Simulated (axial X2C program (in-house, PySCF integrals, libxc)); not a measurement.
**All-electron X2C curves of TeAs**

What are the state, bond length, wavenumber and bond energy of TeAs, and what does spin–orbit coupling change?

Program: an in-house X2C program for linear molecules on PySCF integrals. Level of theory: all-electron X2C, Te dyall-cv3z, As dyall-cv3z. These are calculated values, not measurements.

## 1. Input

Contents of task.json:

```json
{
 "zs": [
  52,
  33
 ],
 "q": 0,
 "bas": [
  "dyall-cv3z",
  "dyall-cv3z"
 ],
 "levels": [
  "PBE0",
  "HF",
  "r2SCAN"
 ],
 "cc": true,
 "r0": 2.42,
 "thr": -2.0,
 "nmax": 110,
 "npts": 10,
 "nst": 2,
 "ntry": 8
}
```

Keys: zs atomic numbers; q charge; bas basis sets; levels methods (HF also brings MP2); cc coupled cluster on or off; r0 starting distance in Å; thr threshold in hartree for freezing inner shells (an s shell follows its p shell); nmax most natural virtual spinors; npts points asked for on the curve; nst determinants followed; ntry starts of the search.

The run is started by

```
$ python so2c.py task.json out
```

Spin-free means the one-electron spin-free X2C Hamiltonian; two-component (2c) means X2C with spin–orbit coupling and atomic mean-field two-electron Coulomb and Gaunt terms. Basis: Te dyall-cv3z contracted to [11s12p8d4f1g], As dyall-cv3z contracted to [9s9p6d4f1g]; Gaussian nuclei, density fitting. Masses: Te 129.906 u, As 74.922 u.

Notation: σ, π±, δ± give the projection m of an orbital's angular momentum (0, ±1, ±2), α and β its spin, Λ and M_S the sums; ω is the projection of a spinor's total angular momentum and Ω the sum. Logs are in hartree.

The results follow Hamiltonian by Hamiltonian and level by level.

## 2. State search with PBE0

PBE0 moves the distance from 2.420 Å to 2.352 Å and compares determinants there.

Spin-free determinants:

```tsv
ΔE (eV)	state	open shells
0.00	M_S = 1/2, Λ = 1	beyond closed shells: π+α
1.48	M_S = 3/2, Λ = 1	beyond closed shells: 2 × π+α, π+β, 2 × π-α
2.41	M_S = 3/2, Λ = 0	beyond closed shells: σα, π+α, π-α
2.45	M_S = 1/2, Λ = 1	beyond closed shells: π+α, 2 × π+β, 2 × π-α
2.45	M_S = 1/2, Λ = 3	beyond closed shells: 2 × π+α, 2 × π+β, π-α
2.88	M_S = 1/2, Λ = 0	beyond closed shells: σβ, π+α, π-α
3.28	M_S = 1/2, Λ = 2	beyond closed shells: σα, π+α, π+β
```

Two-component determinants:

```
ΔE (eV)    state                                  open shells
   0.00  Ω = 1/2                excess of +ω over −ω: ω = 1/2
   0.33  Ω = 3/2                excess of +ω over −ω: ω = 3/2
   1.47  Ω = 5/2  excess of +ω over −ω: ω = -1/2, 2 × ω = 3/2
   1.86  Ω = 1/2  excess of +ω over −ω: 2 × ω = -1/2, ω = 3/2
   2.17  Ω = 3/2                excess of +ω over −ω: ω = 3/2
   2.44  Ω = 7/2   excess of +ω over −ω: ω = 1/2, 2 × ω = 3/2
   2.81  Ω = 5/2   excess of +ω over −ω: 2 × ω = 1/2, ω = 3/2
```

## 3. PBE0, spin-free

State followed: M_S = 1/2, Λ = 1 (beyond closed shells: π+α). The scan is laid around 2.352 Å, a first estimate of the minimum, and this SCF restarts from the orbitals of the search.

Output at 2.352 Å:

```text
spin-free X2C-1e  PBE0
basis functions 227  fitting functions 1219  grid points 5801
iter        total energy     max residual
   1      -9054.061431375     2.25e-06
   2      -9054.061431375     2.77e-06
converged
one-electron -13239.25911803  Coulomb 4060.56940947  exact exchange -64.34953203  xc functional -197.10556407  nuclear repulsion 386.08337327
```

Along the bond, energies from the lowest point:

| R (Å) | E (eV) | μ (D) | HOMO (eV) | LUMO (eV) | iterations |
| --- | --- | --- | --- | --- | --- |
| 2.046 | 1.2562 | -0.44 | -4.94 | -3.23 | 13 |
| 2.140 | 0.4968 | -0.26 | -5.14 | -3.43 | 13 |
| 2.211 | 0.1820 | -0.11 | -5.28 | -3.58 | 13 |
| 2.281 | 0.0297 | 0.04 | -5.42 | -3.73 | 13 |
| 2.352 | 0.0000 | 0.20 | -5.55 | -3.87 | 2 |
| 2.434 | 0.0772 | 0.38 | -5.69 | -4.02 | 13 |
| 2.517 | 0.2308 | 0.54 | -5.79 | -4.12 | 13 |
| 2.623 | 0.4812 | 0.68 | -5.88 | -4.17 | 12 |
| 2.752 | 0.8141 | 0.82 | -5.95 | -4.18 | 13 |
| 2.940 | 1.2962 | 1.01 | -6.01 | -4.15 | 13 |

Dipoles are positive if As is the positive end.

Outer orbitals at the reference distance:

```csv
symmetry,occupied,ε (eV),atomic character
σα,yes,-18.93,"43% As s, 42% Te s, 5% As p"
σβ,yes,-18.55,"49% Te s, 35% As s, 7% As p"
σα,yes,-15.06,"40% Te s, 37% As s, 10% Te p"
σβ,yes,-14.39,"44% As s, 33% Te s, 12% Te p"
σα,yes,-8.56,"44% Te p, 44% As p, 6% As s"
σβ,yes,-8.33,"44% Te p, 43% As p, 7% As s"
π+α,yes,-8.18,"50% Te p, 47% As p"
π-α,yes,-7.76,"52% Te p, 44% As p"
π+β,yes,-7.44,"67% Te p, 29% As p, 3% As d"
π-β,yes,-7.44,"67% Te p, 29% As p, 3% As d"
π+α,yes,-5.55,"48% As p, 45% Te p, 4% Te d"
π-α,no,-3.87,"50% As p, 42% Te p, 4% Te d"
π+β,no,-3.16,"64% As p, 28% Te p, 6% Te d"
π-β,no,-3.16,"64% As p, 28% Te p, 6% Te d"
σα,no,-0.57,"32% Te p, 29% As p, 17% Te d"
```

PBE0 fields in the half plane through the axis: z from -2.4 to 4.5 Å across, distance from the axis 0.15 to 2.25 Å upwards; Te lies at z = 0 and As at z = 2.352 Å; the ELF is damped to zero where the density is low.

log10 density (e/bohr³). Ten even steps from ' ' (-4.29 ) to '@' (1.83 ):
```
      ....::::::::::::::::::::::::::........    
    ....::::----------::::::::::::::::::......  
  ....::::----------------------------::::::..  
....::::----========================------::::..
..::::----====++++++====================----::..
..::----====++++**++++++====++++++++++====--::..
..::----==++**######**++++++++**##**++====--::::
..::--====++**%%@@%%**++++++**%%@@##++++==----::
```

ELF. Ten even steps from ' ' (0.00 ) to '@' (0.83 ):
```
        ..--========::..........::::::..        
      ::==++**####**++--::::::--==++==--::..    
    ..==**##%%@@%%%%**++======**######**==::    
  ..--++##@@@@@@@@%%##**++++**##%%@@@@%%##==::  
  ..==##%%@@%%**++**##############@@@@@@%%**--..
  ::++##@@%%==----::--**####==::::==%%@@@@##++..
  --**%%%%++--##@@##::==%%**..==**----@@@@%%++::
..--**%%%%==++**@@**++--%%==::@@::%%::##@@%%**::
```

Re = 2.336 Å, ωe = 334 cm⁻¹, Be = 0.06501 cm⁻¹, De = 2.86 eV, μ = 0.16 D.

## 4. HF, spin-free

Output at 2.352 Å:

```text
spin-free X2C-1e  HF
basis functions 227  fitting functions 1219  grid points 5801
iter        total energy     max residual
   1      -9050.004463386     2.82e-01
   2      -9050.040613775     6.19e-03
   3      -9050.042526521     3.37e-03
   4      -9050.043394638     3.72e-03
   5      -9050.044365299     3.63e-03
   6      -9050.045009690     3.88e-03
   7      -9050.043640005     3.51e-03
   8      -9050.039428625     1.96e-03
   9      -9050.039122144     1.29e-03
  10      -9050.039003170     6.14e-04
  11      -9050.038962716     3.48e-04
  12      -9050.038942435     1.43e-04
  13      -9050.038926911     3.19e-04
  14      -9050.038930249     2.60e-04
  15      -9050.038935359     2.19e-04
  16      -9050.038944972     2.80e-04
  17      -9050.038963570     3.20e-04
  18      -9050.038931994     9.45e-05
  19      -9050.038921917     5.51e-05
  20      -9050.038915763     5.36e-05
  21      -9050.038913716     5.73e-05
  22      -9050.038961895     1.82e-04
  23      -9050.004463386     3.44e-01
  24      -9050.040622331     1.06e-02
  25      -9050.042652015     1.42e-02
  26      -9050.044289927     1.25e-02
  27      -9050.047789167     1.35e-02
  28      -9050.050790953     1.14e-02
  29      -9050.055029674     7.95e-03
  30      -9050.055212867     4.76e-03
  31      -9050.055506988     2.63e-03
  32      -9050.055621747     1.08e-03
  33      -9050.055636183     4.92e-04
  34      -9050.055640607     1.68e-04
  35      -9050.055641206     7.21e-05
  36      -9050.055641284     2.59e-05
  37      -9050.055641303     1.24e-05
  38      -9050.055641307     6.66e-06
  39      -9050.055641308     3.52e-06
  40      -9050.055641308     2.09e-06
converged
one-electron -13238.24512364  Coulomb 4059.72343700  exact exchange -257.61732794  xc functional 0.00000000  nuclear repulsion 386.08337327
```

Re = 2.477 Å, ωe = 233.5 cm⁻¹, ωexe = 0.982 cm⁻¹, Be = 0.05781 cm⁻¹, De = 0.643 eV, μ = 0.48 D. ⟨S²⟩ = 1.51 against 0.75 for a pure state, so this determinant mixes spins.

## 5. r2SCAN, spin-free

The SCF at the reference distance of 2.352 Å:

```text
spin-free X2C-1e  r2SCAN
basis functions 227  fitting functions 1219  grid points 5801
iter        total energy     max residual
   1      -9054.673075923     2.11e-01
   2      -9054.675370817     5.57e-03
   3      -9054.654802200     2.22e-02
   4      -9054.676317551     2.92e-03
   5      -9054.676551475     4.44e-04
   6      -9054.676556294     1.94e-04
   7      -9054.676557204     4.70e-05
   8      -9054.676557279     1.47e-05
   9      -9054.676557286     6.08e-06
  10      -9054.676557291     3.51e-06
  11      -9054.676557293     1.11e-06
  12      -9054.676557294     1.13e-06
converged
one-electron -13239.02744616  Coulomb 4060.34869721  exact exchange 0.00000000  xc functional -262.08118162  nuclear repulsion 386.08337327
```

Re = 2.347 Å, ωe = 327 cm⁻¹, ωexe = 0.911 cm⁻¹, Be = 0.06442 cm⁻¹, De = 2.90 eV, μ = 0.06 D.

## 6. Correlated methods, spin-free

Correlated methods: 21 electrons correlated (frozen shells, counted by type: Te 4 s, 3 p, 1 d; As 3 s, 2 p, 1 d), 281 virtual spinors in MP2, 110 natural virtuals in coupled cluster.

Output of the correlated part at 2.352 Å:

```text
correlated 21  virtual 281  natural virtual 110  E(MP2) -0.716917956  MP2 remainder -0.066951133
iter   CCSD correlation   residual
   1     -0.608395199   1.62e-01
   2     -0.625494716   7.48e-02
   3     -0.629775915   5.09e-02
   4     -0.631864235   3.62e-02
   5     -0.634502978   1.93e-02
   6     -0.634757895   6.61e-03
   7     -0.634917466   2.57e-03
   8     -0.634939394   1.30e-03
   9     -0.634901743   7.04e-04
  10     -0.634920523   3.30e-04
  11     -0.634912542   1.54e-04
  12     -0.634912898   7.38e-05
  13     -0.634913333   3.29e-05
  14     -0.634913255   1.53e-05
  15     -0.634913557   5.30e-06
  16     -0.634913597   1.68e-06
  17     -0.634913598   6.61e-07
(T) -0.022208518  T1 0.0711  D1 0.2506  max T2 0.120
```

T1 in the output is the amplitude norm over the root of the electron number; divide by √2 for the Lee–Taylor value.

MP2: No constants are quoted: the reference is strongly spin-contaminated.

CCSD: No constants are quoted: the points don't follow one smooth fit.

CCSD(T): Re = 2.338 Å, ωe = 317 cm⁻¹, ωexe = 1.05 cm⁻¹, Be = 0.06493 cm⁻¹, De = 2.45 eV. T1 at Re = 0.051 (Lee–Taylor, the printed value over √2).

## 7. A higher determinant, spin-free

State: M_S = 3/2, Λ = 1 (beyond closed shells: 2 × π+α, π+β, 2 × π-α).

Output at the reference distance:

```text
spin-free X2C-1e  PBE0
basis functions 227  fitting functions 1219  grid points 5801
iter        total energy     max residual
   1      -9054.007165367     6.06e-06
   2      -9054.007165368     6.14e-06
converged
one-electron -13239.17179701  Coulomb 4060.60084041  exact exchange -64.37571393  xc functional -197.14386811  nuclear repulsion 386.08337327
```

| R (Å) | E above the lowest PBE0 point (eV) |
| --- | --- |
| 2.046 | 4.086 |
| 2.140 | 2.868 |
| 2.211 | 2.234 |
| 2.281 | 1.784 |
| 2.352 | 1.477 |
| 2.434 | 1.259 |
| 2.517 | 1.157 |
| 2.623 | 1.147 |
| 2.752 | 1.261 |

No constants are quoted: too few points lie around the minimum for a second fit to confirm the first.

## 8. The spin-free curves together

Energy (eV) of the followed determinant, spin-free, from each level's lowest point:

| R (Å) | PBE0 | HF | MP2 (spin-contaminated) | CCSD | CCSD(T) | r2SCAN |
| --- | --- | --- | --- | --- | --- | --- |
| 2.046 | 1.256 | 1.678 | 0.817 | n/a | n/a | 1.314 |
| 2.140 | 0.497 | 0.874 | 0.254 | 0.480 | 0.488 | 0.538 |
| 2.211 | 0.182 | 0.487 | 0.083 | 0.173 | 0.174 | 0.210 |
| 2.281 | 0.030 | 0.234 | 0.009 | 0.029 | 0.028 | 0.044 |
| 2.352 | 0.000 | 0.082 | 0.000 | 0.000 | 0.000 | 0.000 |
| 2.434 | 0.077 | 0.003 | 0.051 | 0.054 | 0.067 | 0.062 |
| 2.517 | 0.231 | 0.000 | 0.149 | 0.172 | 0.204 | 0.209 |
| 2.623 | 0.481 | 0.074 | 0.326 | 0.375 | 0.434 | 0.468 |
| 2.752 | 0.814 | 0.225 | 0.609 | n/a | n/a | 0.828 |
| 2.940 | 1.296 | 0.431 | 1.082 | n/a | n/a | 1.350 |

## 9. PBE0, 2c

State followed: Ω = 1/2 (excess of +ω over −ω: ω = 1/2). The scan is laid around 2.352 Å, a first estimate of the minimum, and this SCF restarts from the orbitals of the search.

The SCF at the reference distance of 2.352 Å:

```text
two-component X2C + atomic mean field  PBE0
basis functions 227  fitting functions 1219  grid points 5801
iter        total energy     max residual
   1      -9050.472398709     3.34e-06
   2      -9050.472398709     4.15e-06
converged
one-electron -13229.12046502  Coulomb 4058.73582412  exact exchange -64.31598529  xc functional -197.00568257  nuclear repulsion 386.08337327  atomic mean-field constant -4.84946323
```

Along the bond, energies from the lowest point:

| R (Å) | E (eV) | μ (D) | HOMO (eV) | LUMO (eV) | iterations |
| --- | --- | --- | --- | --- | --- |
| 2.046 | 1.2920 | -0.52 | -5.06 | -3.05 | 13 |
| 2.140 | 0.5233 | -0.35 | -5.26 | -3.25 | 13 |
| 2.211 | 0.2008 | -0.21 | -5.41 | -3.40 | 13 |
| 2.281 | 0.0400 | -0.06 | -5.55 | -3.54 | 13 |
| 2.352 | 0.0000 | 0.08 | -5.68 | -3.67 | 2 |
| 2.434 | 0.0620 | 0.24 | -5.81 | -3.80 | 13 |
| 2.517 | 0.1982 | 0.38 | -5.92 | -3.88 | 13 |
| 2.623 | 0.4297 | 0.51 | -6.03 | -3.93 | 12 |
| 2.752 | 0.7465 | 0.65 | -6.11 | -3.93 | 13 |
| 2.940 | 1.2126 | 0.83 | -6.18 | -3.91 | 13 |

Dipoles are positive if As is the positive end.

Outer spinors at the reference distance:

```tsv
ω	occupied	ε (eV)	atomic character	λ mixture
-1/2	yes	-18.91	44% As s, 42% Te s, 5% As p	100% σ
1/2	yes	-18.52	50% Te s, 34% As s, 7% As p	100% σ
-1/2	yes	-15.02	40% Te s, 37% As s, 10% Te p	100% σ
1/2	yes	-14.35	45% As s, 32% Te s, 13% Te p	100% σ
-1/2	yes	-8.59	47% Te p, 41% As p, 6% As s	95% σ, 5% π
1/2	yes	-8.49	54% Te p, 38% As p, 4% As s	52% π, 48% σ
1/2	yes	-8.17	50% As p, 42% Te p, 4% As s	51% σ, 49% π
-1/2	yes	-7.62	68% Te p, 27% As p, 3% As d	95% π, 5% σ
-3/2	yes	-7.57	49% As p, 47% Te p	100% π
3/2	yes	-7.23	66% Te p, 30% As p, 3% As d	100% π
1/2	yes	-5.68	50% As p, 42% Te p, 4% Te d	99% π, 1% σ
-3/2	no	-3.67	47% Te p, 45% As p, 4% Te d	100% π
-1/2	no	-3.21	68% As p, 23% Te p, 6% Te d	100% π
3/2	no	-2.97	63% As p, 28% Te p, 6% Te d	100% π
-1/2	no	-0.53	32% Te p, 29% As p, 17% Te d	100% σ
```

PBE0 fields in the half plane through the axis: z from -2.4 to 4.5 Å across, distance from the axis 0.15 to 2.25 Å upwards; Te lies at z = 0 and As at z = 2.352 Å; the ELF is damped to zero where the density is low.

log10 density (e/bohr³). Ten even steps from '0' (-4.30 ) to '9' (1.83 ):
```
000112222222222222111100
001122333332222222222110
011223333333333333322211
112233444444444444333221
122334455544444444443321
123344556555445555544322
123445677765555676544322
123445689865556897654332
```

ELF. Ten even steps from '0' (0.00 ) to '9' (0.83 ):
```
000012444321111222210000
000245677653223445542100
001467888865444677765200
013579999876556789987420
014789875677777779998631
025798433236774224899751
036885379734861463399852
136884569653842928279862
```

Re = 2.345 Å, ωe = 322 cm⁻¹, ωexe = 1.38 cm⁻¹, Be = 0.06453 cm⁻¹, De = 2.78 eV, μ = 0.07 D.

## 10. HF, 2c

Output at 2.352 Å:

```text
two-component X2C + atomic mean field  HF
basis functions 227  fitting functions 1219  grid points 5801
iter        total energy     max residual
   1      -9046.414672006     2.83e-01
   2      -9046.451186676     6.35e-03
   3      -9046.453708369     3.96e-03
   4      -9046.455037214     4.57e-03
   5      -9046.456559945     4.49e-03
   6      -9046.458031286     4.47e-03
   7      -9046.459909843     4.30e-03
   8      -9046.464704861     2.63e-03
   9      -9046.464941143     1.21e-03
  10      -9046.465082923     9.26e-04
  11      -9046.465206188     3.74e-04
  12      -9046.465228648     1.49e-04
  13      -9046.465228720     1.09e-04
  14      -9046.465230644     3.22e-05
  15      -9046.465230726     1.95e-05
  16      -9046.465230780     4.08e-06
  17      -9046.465230781     2.60e-06
converged
one-electron -13228.12887739  Coulomb 4057.90832294  exact exchange -257.47858637  xc functional 0.00000000  nuclear repulsion 386.08337327  atomic mean-field constant -4.84946323
```

Re = 2.483 Å, ωe = 232.1 cm⁻¹, ωexe = 1.06 cm⁻¹, Be = 0.05755 cm⁻¹, De = 0.631 eV, μ = 0.38 D.

## 11. r2SCAN, 2c

Output at 2.352 Å:

```text
two-component X2C + atomic mean field  r2SCAN
basis functions 227  fitting functions 1219  grid points 5801
iter        total energy     max residual
   1      -9051.076191387     2.10e-01
   2      -9051.078968503     4.66e-03
   3      -9051.065691094     1.81e-02
   4      -9051.079425381     3.39e-03
   5      -9051.079787719     3.86e-04
   6      -9051.079790899     2.01e-04
   7      -9051.079792256     6.15e-05
   8      -9051.079792552     2.13e-05
   9      -9051.079792611     1.20e-05
  10      -9051.079792638     4.19e-06
  11      -9051.079792641     1.11e-06
  12      -9051.079792641     6.97e-07
converged
one-electron -13228.87248676  Coulomb 4058.49778850  exact exchange 0.00000000  xc functional -261.93900443  nuclear repulsion 386.08337327  atomic mean-field constant -4.84946323
```

Re = 2.353 Å, ωe = 320 cm⁻¹, ωexe = 0.978 cm⁻¹, Be = 0.06406 cm⁻¹, De = 2.99 eV, μ = -0.01 D.

## 12. Correlated methods, 2c

Correlated methods: 21 electrons correlated (frozen shells, counted by type: Te 4 s, 3 p, 1 d; As 3 s, 2 p, 1 d), 281 virtual spinors in MP2, 109 natural virtuals in coupled cluster.

Output of the correlated part at 2.352 Å:

```text
correlated 21  virtual 281  natural virtual 109  E(MP2) -0.716117517  MP2 remainder -0.065339071
iter   CCSD correlation   residual
   1     -0.609191595   1.60e-01
   2     -0.626121991   7.21e-02
   3     -0.630106101   4.82e-02
   4     -0.631888275   3.37e-02
   5     -0.634144304   1.75e-02
   6     -0.634355447   5.59e-03
   7     -0.634450013   1.98e-03
   8     -0.634470209   9.40e-04
   9     -0.634442248   4.98e-04
  10     -0.634454922   2.29e-04
  11     -0.634450355   1.08e-04
  12     -0.634450834   5.24e-05
  13     -0.634451001   2.37e-05
  14     -0.634450960   1.13e-05
  15     -0.634451156   4.14e-06
  16     -0.634451210   1.53e-06
  17     -0.634451218   7.19e-07
(T) -0.021411292  T1 0.0654  D1 0.2284  max T2 0.118
```

MP2: No constants are quoted: the reference is strongly spin-contaminated.

CCSD: No constants are quoted: the points don't follow one smooth fit.

CCSD(T): No constants are quoted: the points don't follow one smooth fit.

## 13. A higher determinant, 2c

State: Ω = 3/2 (excess of +ω over −ω: ω = 3/2).

Output at the reference distance:

```text
two-component X2C + atomic mean field  PBE0
basis functions 227  fitting functions 1219  grid points 5801
iter        total energy     max residual
   1      -9050.460307534     4.32e-06
   2      -9050.460307538     4.20e-06
   3      -9050.460307539     2.88e-06
converged
one-electron -13228.88134245  Coulomb 4058.49998674  exact exchange -64.31313772  xc functional -196.99972415  nuclear repulsion 386.08337327  atomic mean-field constant -4.84946323
```

| R (Å) | E above the lowest PBE0 point (eV) |
| --- | --- |
| 2.046 | 1.597 |
| 2.140 | 0.834 |
| 2.211 | 0.516 |
| 2.281 | 0.361 |
| 2.352 | 0.329 |
| 2.434 | 0.407 |
| 2.517 | 0.569 |
| 2.623 | 0.834 |
| 2.752 | 1.176 |

Re = 2.337 Å, ωe = 338 cm⁻¹, Be = 0.06494 cm⁻¹, μ = 0.18 D. Te = 0.33 eV.

## 14. The 2c curves together

Energy (eV) of the followed determinant, 2c, from each level's lowest point:

| R (Å) | PBE0 | HF | MP2 (spin-contaminated) | CCSD | CCSD(T) | r2SCAN |
| --- | --- | --- | --- | --- | --- | --- |
| 2.046 | 1.292 | 1.744 | 0.941 | n/a | n/a | 1.343 |
| 2.140 | 0.523 | 0.914 | 0.336 | 0.510 | 0.516 | 0.559 |
| 2.211 | 0.201 | 0.514 | 0.125 | 0.196 | 0.196 | 0.224 |
| 2.281 | 0.040 | 0.251 | 0.025 | 0.037 | 0.035 | 0.051 |
| 2.352 | 0.000 | 0.093 | 0.000 | 0.000 | 0.000 | 0.000 |
| 2.434 | 0.062 | 0.007 | 0.038 | 0.038 | 0.051 | 0.052 |
| 2.517 | 0.198 | 0.000 | 0.128 | 0.143 | 0.172 | 0.185 |
| 2.623 | 0.430 | 0.069 | 0.299 | 0.332 | 0.384 | 0.427 |
| 2.752 | 0.746 | 0.213 | 0.578 | n/a | n/a | 0.768 |
| 2.940 | 1.213 | 0.409 | 1.043 | n/a | n/a | 1.269 |

Time for the job: 21 min (1 thread of Arm Neoverse N1, shared host); peak memory 2 GiB.

## 15. What came out

Lowest determinant that the search found at its distance, spin-free: M_S = 1/2, Λ = 1 (beyond closed shells: π+α).

Lowest determinant that the search found at its distance, 2c: Ω = 1/2 (excess of +ω over −ω: ω = 1/2).

| Hamiltonian | level | Re (Å) | ωe (cm⁻¹) | De (eV) | μ (D) |
| --- | --- | --- | --- | --- | --- |
| spin-free | PBE0 | 2.336 | 334 | 2.86 | 0.16 |
| spin-free | HF | 2.477 | 233.5 | 0.643 | 0.48 |
| spin-free | CCSD(T) | 2.338 | 317 | 2.45 | n/a |
| spin-free | r2SCAN | 2.347 | 327 | 2.90 | 0.06 |
| 2c | PBE0 | 2.345 | 322 | 2.78 | 0.07 |
| 2c | HF | 2.483 | 232.1 | 0.631 | 0.38 |
| 2c | r2SCAN | 2.353 | 320 | 2.99 | -0.01 |

Dipoles are positive if As is the positive end. No constants: spin-free MP2 (the reference is strongly spin-contaminated); spin-free CCSD (the points don't follow one smooth fit); 2c MP2 (the reference is strongly spin-contaminated); 2c CCSD (the points don't follow one smooth fit); 2c CCSD(T) (the points don't follow one smooth fit). Spin-free ⟨S²⟩ is off its pure value at HF 1.51.

Time per point (s) on 1 thread of Arm Neoverse N1, shared host (2c runs); the times are rough: PBE0 2.3, HF 2.2, r2SCAN 1.8.

What this shows: At PBE0, going from spin-free to two-component changes Re by +9 mÅ, ωe by -3.6 %; at least one of these shifts is too large to ignore. De moves by -0.08 eV; both De rest on single-determinant atoms, which can miss part of an open shell's spin–orbit lowering.

De refers to Te + As, each in the lowest determinant found, which need not be this curve's own limit. Each curve is one determinant whose occupation by symmetry is held fixed; it was picked as the lowest of a PBE0 search that is not exhaustive. Dissociation energies refer to the lowest single-determinant-based atoms at the same level and basis. Density functionals use the spin component along the axis (collinear). CCSD and (T) use frozen natural virtuals with an MP2 correction for the truncation. The meta-GGAs lack a current-density term, which matters for open shells with orbital currents, atoms included. The spin-free determinant is spin-contaminated at some levels. T1 at Re is 0.051 (Lee–Taylor), above the customary mark of 0.02.
